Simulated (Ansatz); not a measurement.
# C3H10BrNOSi: taking an electron away

An exercise on one series of results from a longer session: the logs are not shown, and one member is left open.

Program: Ansatz 0.2.0, Gaussian basis. Level of theory: unrestricted cation, the program's frozen cores in correlated methods. These are calculated values, not measurements.

The runs, in order: UKS PBE-D4/def2-TZVPP; UKS r2SCAN-D4/def2-TZVPP; UKS PBE0-D4/def2-TZVPP; UKS B3LYP-D4/def2-TZVPP; UKS wB97X-V/def2-TZVPP; UKS wB97M-V/def2-TZVPP; UKS B2PLYP (frozen core with filled d shells)/def2-TZVPP; UHF-MP2 with filled d shells/def2-TZVPP; UHF-MP2 with filled d shells/def2-QZVPP; then −ε(HOMO) from the neutral's earlier runs with LDA (SPW92), PBE-D4, revPBE-D4, BLYP-D4, r2SCAN-D4, B97M-V, PBE0-D4, B3LYP-D4, r2SCANh-D4, r2SCAN0-D4, HSE06-D4, BHLYP-D4, CAM-B3LYP-D4, LC-ωPBE, ωB97X-V, ωB97M-V.

1 further run of the same task is left out (it didn't finish).

## The geometry

All runs share one geometry, relaxed beforehand with PBE0-D4 in a triple-zeta def2 set.

SMILES `CN(C)[Si](C)(O)Br`, 17 atoms, charge 0, spin multiplicity 1.

Atoms are counted from 1 here; the program's logs count them from 0.

Bond lengths: C1–N2 1.446 Å, C1–H8 1.099 Å, C1–H9 1.091 Å, C1–H10 1.097 Å, N2–C3 1.443 Å, N2–Si4 1.707 Å, C3–H11 1.099 Å, C3–H12 1.097 Å, C3–H13 1.090 Å, Si4–C5 1.849 Å, Si4–O6 1.638 Å, Si4–Br7 2.245 Å, C5–H14 1.091 Å, C5–H15 1.092 Å, C5–H16 1.094 Å, O6–H17 0.959 Å. Angles: N2–C1–H8 111.8°, N2–C1–H9 110.8°, N2–C1–H10 110.6°, H8–C1–H9 108.1°, H8–C1–H10 107.5°, H9–C1–H10 107.9°, C1–N2–C3 113.1°, C1–N2–Si4 120.5°, C3–N2–Si4 124.4°, N2–C3–H11 111.9°, N2–C3–H12 110.5°, N2–C3–H13 110.8°, H11–C3–H12 107.5°, H11–C3–H13 108.3°, H12–C3–H13 107.7°, N2–Si4–C5 116.8°, N2–Si4–O6 109.7°, N2–Si4–Br7 106.9° and more.

As a file:

```
C    -0.0959   -0.3419   -1.8057
N     0.2242   -0.5934   -0.4177
C    -0.0651   -1.9456   -0.0063
Si    0.5039    0.7039    0.6563
C    -0.9862    1.4915    1.4171
O     1.2990    1.9050   -0.1239
Br    1.7738   -0.0939    2.3264
H    -1.1588   -0.5235   -2.0194
H     0.1314    0.6906   -2.0745
H     0.4889   -0.9986   -2.4623
H    -1.1328   -2.1858   -0.1095
H     0.4956   -2.6623   -0.6193
H     0.2221   -2.1034    1.0335
H    -0.7009    2.2865    2.1083
H    -1.5739    0.7510    1.9638
H    -1.6170    1.9216    0.6341
H     2.1727    1.6977   -0.4609
```

Set-up of the first run:

The input, in.yaml:

```yaml
crystal:
  periodic: [false, false, false]
  atoms:
    - {symbol: C, position_ang: [-0.095942, -0.341909, -1.805676]}
    - {symbol: N, position_ang: [0.224159, -0.593405, -0.417745]}
    - {symbol: C, position_ang: [-0.065070, -1.945634, -0.006263]}
    - {symbol: Si, position_ang: [0.503920, 0.703919, 0.656318]}
    - {symbol: C, position_ang: [-0.986243, 1.491490, 1.417090]}
    - {symbol: O, position_ang: [1.299016, 1.905034, -0.123918]}
    - {symbol: Br, position_ang: [1.773785, -0.093860, 2.326355]}
    - {symbol: H, position_ang: [-1.158813, -0.523546, -2.019355]}
    - {symbol: H, position_ang: [0.131447, 0.690619, -2.074464]}
    - {symbol: H, position_ang: [0.488943, -0.998589, -2.462296]}
    - {symbol: H, position_ang: [-1.132838, -2.185800, -0.109496]}
    - {symbol: H, position_ang: [0.495642, -2.662278, -0.619317]}
    - {symbol: H, position_ang: [0.222100, -2.103380, 1.033489]}
    - {symbol: H, position_ang: [-0.700950, 2.286524, 2.108314]}
    - {symbol: H, position_ang: [-1.573873, 0.751050, 1.963816]}
    - {symbol: H, position_ang: [-1.616993, 1.921560, 0.634057]}
    - {symbol: H, position_ang: [2.172706, 1.697709, -0.460912]}
basis:
  gaussian: {orbitals: def2-TZVPP}
total_charge: 1
magnetization: {spin_polarized: true, initial_magnetization: 1}
hamiltonian: {xc: pbe, dispersion: d4}
```

Among the steps run: Cation, UKS PBE-D4/def2-TZVPP; Cation, UKS r2SCAN-D4/def2-TZVPP; Cation, UKS PBE0-D4/def2-TZVPP; Cation, UKS B3LYP-D4/def2-TZVPP; Cation, UKS wB97X-V/def2-TZVPP; Cation, UKS wB97M-V/def2-TZVPP; Cation, UKS B2PLYP (frozen core with filled d shells)/def2-TZVPP; Cation, UHF-MP2 with filled d shells/def2-TZVPP; Cation, UHF-MP2 with filled d shells/def2-QZVPP.

One table of the session follows, with a row left open; its other results are not shown here.

It belongs to the step «Ionisation energies side by side». Orbital estimates, from the neutral's runs:

```
  functional  −ε(HOMO) (eV)
 LDA (SPW92)           5.39
      PBE-D4           5.27
   revPBE-D4           5.22
     BLYP-D4           5.17
   r2SCAN-D4           5.52
      B97M-V           5.65
     PBE0-D4              ?
    B3LYP-D4           6.39
  r2SCANh-D4           6.02
  r2SCAN0-D4           6.78
    HSE06-D4           6.20
    BHLYP-D4           7.88
CAM-B3LYP-D4           7.98
     LC-ωPBE           9.31
     ωB97X-V           8.99
     ωB97M-V           8.90
```

Estimate the missing values for PBE0-D4.

As computed: −ε(HOMO) (eV): 6.60. In the column «−ε(HOMO) (eV)» it lies between B3LYP-D4 (6.39) and r2SCAN0-D4 (6.78).
